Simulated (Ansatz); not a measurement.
# C₂H₅ClSi: one species, many methods

How much do the methods differ for C₂H₅ClSi? The plan is to run it at one geometry with functionals of several rungs and with coupled cluster, and see how far each lands from CCSD(T) at the basis-set limit for the atomisation energy.

Method: functionals in def2-TZVPP, the program's frozen cores in correlated methods; program: Ansatz 0.2.0, Gaussian basis.

The runs, in order: LDA (SPW92), PBE-D4, revPBE-D4, BLYP-D4, r2SCAN-D4, B97M-V, PBE0-D4, B3LYP-D4, r2SCANh-D4, r2SCAN0-D4, HSE06-D4, BHLYP-D4, CAM-B3LYP-D4, LC-ωPBE, ωB97X-V, ωB97M-V, B2PLYP, PBE-QIDH; CCSD(T)/def2-SVP; CCSD(T)/def2-TZVPP; MP2/def2-QZVPP; extrapolation to the limit; RPA on PBE.

## 1. The geometry

An earlier PBE0-D4 in a triple-zeta def2 set relaxation fixed the geometry.

SMILES `Cl[SiH]1CC1`, 9 atoms, charge 0, spin multiplicity 1.

Atoms are counted from 1 here; the program's logs count them from 0.

Bond lengths: Cl1–Si2 2.043 Å, Si2–C3 1.829 Å, Si2–C4 1.829 Å, Si2–H5 1.473 Å, C3–C4 1.564 Å, C3–H6 1.085 Å, C3–H7 1.086 Å, C4–H8 1.085 Å, C4–H9 1.086 Å. Angles: Cl1–Si2–C3 119.5°, Cl1–Si2–C4 119.5°, Cl1–Si2–H5 110.8°, C3–Si2–C4 50.6°, C3–Si2–H5 122.3°, C4–Si2–H5 122.3°, Si2–C3–C4 64.7°, Si2–C3–H6 119.3°, Si2–C3–H7 120.1°, C4–C3–H6 115.5°, C4–C3–H7 116.3°, H6–C3–H7 112.6°, Si2–C4–C3 64.7°, Si2–C4–H8 119.4°, Si2–C4–H9 120.1°, C3–C4–H8 115.5°, C3–C4–H9 116.3°, H8–C4–H9 112.6°.

## 2. LDA

This LDA is Slater exchange with PW92 correlation.

File in.yaml:

```yaml
crystal:
  periodic: [false, false, false]
  atoms:
    - {symbol: Cl, position_ang: [-0.759558, -0.521786, -2.558833]}
    - {symbol: Si, position_ang: [-0.357375, 0.506674, -0.839583]}
    - {symbol: C, position_ang: [0.955293, -0.093779, 0.282859]}
    - {symbol: C, position_ang: [-0.508551, -0.340973, 0.773534]}
    - {symbol: H, position_ang: [-0.655527, 1.939952, -1.006113]}
    - {symbol: H, position_ang: [1.515773, -0.984353, 0.016910]}
    - {symbol: H, position_ang: [1.543564, 0.612941, 0.859895]}
    - {symbol: H, position_ang: [-0.823331, -1.379279, 0.801693]}
    - {symbol: H, position_ang: [-0.821587, 0.214204, 1.652338]}
basis:
  gaussian: {orbitals: def2-TZVPP}
hamiltonian: {xc: lda}
output: {orbitals: {seedname: orbitals}}
```

Command:

```bash
> ansatz run in.yaml --threads 2 --pin off --events-out ev --progress --plain --max-ram 4352MiB
```

The runs that follow: PBE-D4 (GGA); revPBE-D4 (GGA); BLYP-D4 (GGA); r2SCAN-D4 (meta-GGA); B97M-V (meta-GGA); B3LYP-D4 (hybrid); r2SCANh-D4 (hybrid); r2SCAN0-D4 (hybrid); HSE06-D4 (hybrid); BHLYP-D4 (hybrid); CAM-B3LYP-D4 (range-separated); LC-ωPBE (range-separated); ωB97X-V (range-separated); ωB97M-V (range-separated); B2PLYP (double hybrid); PBE-QIDH (double hybrid); CCSD(T) in def2-SVP; CCSD(T) in def2-TZVPP; MP2 in def2-QZVPP; RPA on PBE orbitals.

Before running them: what should the planned runs give, taken together? Wanted: atomisation energy, CCSD(T)/CBS; farthest beyond LDA; mean size of error, GGA; mean size of error, meta-GGA; mean size of error, hybrid; mean size of error, range-separated; mean size of error, double hybrid; gap, smallest and largest; T1 diagnostic.

**Answer**, as computed:

| quantity | value |
| --- | --- |
| atomisation energy, CCSD(T)/CBS | 3264.8 kJ/mol |
| functionals within 16.3 kJ/mol (0.5 %) | revPBE-D4, B3LYP-D4, r2SCANh-D4, r2SCAN0-D4, CAM-B3LYP-D4, LC-ωPBE, PBE-QIDH |
| farthest beyond LDA | BHLYP-D4 (-80.2 kJ/mol) |
| mean size of error, GGA | 35.4 kJ/mol |
| mean size of error, meta-GGA | 25.4 kJ/mol |
| mean size of error, hybrid | 26.2 kJ/mol |
| mean size of error, range-separated | 9.7 kJ/mol |
| mean size of error, double hybrid | 21.8 kJ/mol |
| gap, smallest and largest | 5.27 eV (LDA (SPW92)), 12.35 eV (LC-ωPBE) |
| T1 diagnostic | 0.0097 |
| triples share of the correlation energy | 4.1 % |

LDA overbinds by 443.4 kJ/mol (14 %). PBE-D4 misses by +56.0 kJ/mol. Double hybrids carry the basis error of their MP2 part in triple zeta, and no dispersion term here, so their miss is partly the set-up's. By mean error the best rung here is range-separated (9.7 kJ/mol) and the worst beyond LDA is GGA (35.4 kJ/mol). The reference freezes the cores and leaves out relativity and excitations past (T), so misses under about 16.3 kJ/mol can't be ranked. Hartree-Fock recovers 75 % of the binding; the rest is correlation. CCSD(T) in def2-SVP is off by -189.6 kJ/mol, which most functionals beat. Orbital gaps span 5.3 to 12.3 eV; exact exchange widens them.
